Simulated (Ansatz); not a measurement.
# GaPHCl (singlet): the correlation ladder, cc-pVDZ

Aim: climb from Hartree-Fock through coupled cluster for GaPHCl (singlet) at one geometry and basis, and see what each rung misses.

The runs use Ansatz 0.2.0, Gaussian basis; cc-pVDZ, core rule «outside noble gas», up to 24 orbitals frozen.

Plan: UHF; CCSD(T) on RHF; BCCD(T) on RHF; CISD; CCSDT(Q) on RHF.

12 further runs of the same task are left out: 6 that didn't finish, 6 set aside as unsound or not needed. Runs told in other sessions of the task aren't counted.

## Step 1: What is computed

The geometry is a PBE0/def2-TZVP stationary point (not a proven minimum). No spin-orbit coupling is included. The filled d shell of Ga may be among the frozen orbitals whatever the setting's name suggests.

4 atoms, charge 0, spin multiplicity 1.

Atoms are counted from 1 here; the program's logs count them from 0.

Bond lengths: Cl1–Ga2 2.111 Å, Ga2–P3 2.136 Å, P3–H4 1.435 Å. Angles: Cl1–Ga2–P3 178.4°, Ga2–P3–H4 83.1°.

## Step 2: UHF

The input, in.yaml:

```yaml
crystal:
  periodic: [false, false, false]
  atoms:
    - {symbol: Cl, position_ang: [-0.000007, -0.312331, 2.619641]}
    - {symbol: Ga, position_ang: [0.000020, -0.324448, 0.508224]}
    - {symbol: P, position_ang: [-0.000008, -0.396535, -1.626252]}
    - {symbol: H, position_ang: [-0.000004, 1.033315, -1.501613]}
basis:
  gaussian: {orbitals: cc-pVDZ}
magnetization: {spin_polarized: true, initial_magnetization: 0}
hamiltonian: {xc: hf}
output: {orbitals: {seedname: orbitals}}
```

Run with:

```
$ ansatz run in.yaml --threads 1 --pin off --events-out ev --progress --plain --max-ram 2393MiB
```

Further steps of the session: CCSD(T) on RHF; BCCD(T) on RHF; CISD; CCSDT(Q) on RHF.

**Question.** What will the summary of the whole plan be? Wanted: RCCSDT(Q) from the RHF energy; RMP2 from RCCSDT(Q); RCCSD from RCCSDT(Q); RCCSD(T) from RCCSDT(Q); T1 diagnostic.

**Answer**, as computed:

| quantity | value |
| --- | --- |
| RCCSDT(Q) from the RHF energy | -9.5653 eV |
| RMP2 from RCCSDT(Q) | +29.03 kcal/mol |
| RCCSD from RCCSDT(Q) | +8.90 kcal/mol |
| RCCSD(T) from RCCSDT(Q) | +1.45 kcal/mol |
| levels within 1 kcal/mol (43 meV) | RCCSDT |
| T1 diagnostic | 0.017 |

What this shows: RCCSD(T) lands +1.45 kcal/mol from the yardstick (0.7 % of the correlation energy). These misses are within one basis, not against nature.
